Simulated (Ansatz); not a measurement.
# B2ClH3S: harmonic frequencies at the relaxed geometry, by script

At which frequencies does B2ClH3S vibrate? Aim: harmonic frequencies at the relaxed geometry, for B2ClH3S, run from a script.

All numbers are computed with Ansatz 0.2.0, driven from Python. Level of theory: PBE0/def2-SVP.

## Step 1: The system

Bond lengths: S1–B2 1.827 Å, B2–B3 1.645 Å, B3–Cl4 1.791 Å, S1–H5 1.446 Å, B2–H6 1.195 Å, B3–H7 1.243 Å. Angles: S1–B2–B3 118.9°, S1–B2–H6 120.3°, B3–B2–H6 120.8°, B2–S1–H5 93.3°, B2–B3–Cl4 124.7°, B2–B3–H7 118.3°, Cl4–B3–H7 117.0°.

The script holds or builds the structure itself.

## Step 2: The code

The input, b2clh3s_freq.py:

```python
"""Harmonic frequencies of B2ClH3S at its relaxed geometry."""

import ansatz as az
from ase import Atoms
from ase.thermochemistry import IdealGasThermo
import numpy as np


def main() -> None:
    atoms = Atoms(["S", "B", "B", "Cl", "H", "H", "H"], positions=[
        [-1.8339, 0.5081, 0.2056],
        [-0.045, 0.4317, 0.5699],
        [0.8518, -0.7722, -0.1031],
        [0.2117, -2.0201, -1.2171],
        [-1.649, 1.3617, -0.9469],
        [0.4612, 1.2472, 1.2815],
        [2.0644, -0.8244, 0.1645],
    ])
    molecule = az.Crystal.molecule_from_ase(atoms)

    calc = molecule.calculation()
    calc = calc.basis(gaussian="def2-SVP").functional("PBE0")
    symbols = [site.symbol for site in molecule.cartesian_sites]
    start = np.array([site.position_ang for site in molecule.cartesian_sites], dtype=float)
    summary = calc.relax(force_tolerance=0.003).run(threads=1, pin="off").report
    end = np.array(summary["positions_ang"])

    print("bond        before    after (A)")
    for i, j in [(0, 1), (0, 4), (1, 2), (1, 5), (2, 3), (2, 6)]:
        d0, d1 = (np.linalg.norm(xyz[i] - xyz[j]) for xyz in (start, end))
        print(f"{symbols[i]}{i}-{symbols[j]}{j}".ljust(10), f"{d0:8.4f} {d1:8.4f}")

    # same settings at the minimum
    minimum = az.Crystal.molecule()
    for symbol, xyz in zip(symbols, end):
        minimum = minimum.atom(symbol, xyz.tolist())
    vibrating = (
        minimum.calculation()
        .basis(gaussian="def2-SVP")
        .functional("PBE0")
        .phonons(temperatures=(298.15, 498.15, 100))
    )
    vib = vibrating.run(threads=1, pin="off").report["vibrations"]
    sums = vib["harmonic_sums"]
    modes = [m["omega_inv_cm"] for m in sums["modes_at_gamma"] if m["rigid_motion"] == "no"]
    for number, w in enumerate(modes, start=1):
        print(f"mode {number:2d} {w:9.1f} 1/cm {w / 8065.544 * 1000:8.2f} meV")
    print("imaginary modes:", sum(w < 0 for w in modes), " zero-point energy:", round(sums["zero_point_energy_ev"], 4), "eV")
    # rigid rotor and ideal gas, symmetry number taken as one
    gas = IdealGasThermo(vib_energies=[w / 8065.544 for w in modes if w > 0], geometry="linear" if len(modes) == 3 * len(symbols) - 5 else "nonlinear",
                         atoms=Atoms(symbols, positions=end), symmetrynumber=1, spin=0.0)
    print(f"H(298 K) - E = {gas.get_enthalpy(298.15, verbose=False):.4f} eV")
    print(f"S(298 K, 1 bar) = {96485.33 * gas.get_entropy(298.15, 1e5, verbose=False):.1f} J/(mol K) with symmetry number 1")


if __name__ == "__main__":
    main()
```

## Step 3: The run

On the command line:

```console
$ python b2clh3s_freq.py
```

**Question.** What results will this script give? Wanted: moves of the relaxation of run 1; energy gained in run 1; last largest force component of run 1; highest frequency; imaginary modes; zero-point energy.

**Answer**, as computed:

| quantity | value |
| --- | --- |
| runs compared | 2 |
| moves of the relaxation of run 1 | 18 |
| energy gained in run 1 | 1.496 eV |
| last largest force component of run 1 | 0.0004 eV/Å |
| highest frequency | 2699 cm⁻¹ |
| imaginary modes | 0 |
| zero-point energy | 0.983 eV |

**Reading.** Run 1: The relaxation took 18 moves; the largest shift is 1.420 Å, of atom 6 (H). So large a move can change the bonding: the results belong to the relaxed structure. All frequencies are real, so the geometry is a minimum. The values are harmonic; measured fundamentals also hold anharmonic shifts, mostly downward for stretches. Reading the output:
- The frequencies are harmonic and unscaled, in a modest basis. The result belongs to the one conformer reached from this start, and soft torsions count as harmonic oscillators.
- The entropy takes a symmetry number of 1; a symmetric molecule's is lower by R ln(sigma).
